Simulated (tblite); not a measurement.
# C7H15B: the cost of one run

Programs: tblite 0.8.0 and PySCF 2.14.0, with density-fitted response routines of our own. Each step states its level of theory. These are calculated values for one molecule in the gas phase, unless marked as measured. Atoms are numbered from 0 throughout.

**1. The starting structure**

23 atoms, charge 0, multiplicity 1; geometry from: force field or distance geometry start.

Bonds of the start (Å): C0–C1 1.53, C1–C2 1.52, C2–B3 1.60, B3–C4 1.59, C4–C5 1.54, C5–C6 1.55, C6–C7 1.55, C7–C2 1.56, C0–H8 1.11, C0–H9 1.10, C0–H10 1.11, C1–H11 1.12, C1–H12 1.13, C2–H13 1.12, B3–H14 1.19, C4–H15 1.11, C4–H16 1.10, C5–H17 1.11, C5–H18 1.12, C6–H19 1.11, C6–H20 1.10, C7–H21 1.11, C7–H22 1.12.

**2. Optimising the geometry with GFN2-xTB**

Job settings and geometry (Å):

```
{"job": {"kind": "relax", "xc": "GFN2-xTB", "basis": "xTB"}, "charge": 0, "multiplicity": 1}
C      2.959200     0.553300     0.521700
C      1.824400    -0.395300     0.920800
C      0.610000    -0.312600     0.004000
B     -0.439100    -1.476300     0.327900
C     -1.872700    -1.389200    -0.342900
C     -2.433700     0.034500    -0.211800
C     -1.427400     1.099500    -0.704800
C     -0.112900     1.061000     0.115600
H      2.656500     1.607400     0.696600
H      3.848200     0.349500     1.141600
H      3.210200     0.412800    -0.549000
H      2.238200    -1.436200     0.897700
H      1.529000    -0.186300     1.992100
H      0.934400    -0.457200    -1.054100
H     -0.253900    -2.230600     1.228300
H     -1.772200    -1.642200    -1.414200
H     -2.561800    -2.111300     0.128500
H     -3.365500     0.110300    -0.803400
H     -2.688800     0.236000     0.860600
H     -1.883300     2.104000    -0.589300
H     -1.210100     0.940400    -1.774500
H      0.543200     1.861000    -0.274100
H     -0.336700     1.294400     1.189700
```

Started as:

```console
OMP_NUM_THREADS=1 python probes_run.py task.json out
```

One launch serves the whole session: the jobs run in the order shown.

Q: Estimate the wall time and peak memory of this first job on 1 thread of Arm Neoverse N1, shared host.

About 1.2 s, with a peak of 0.18 GiB.
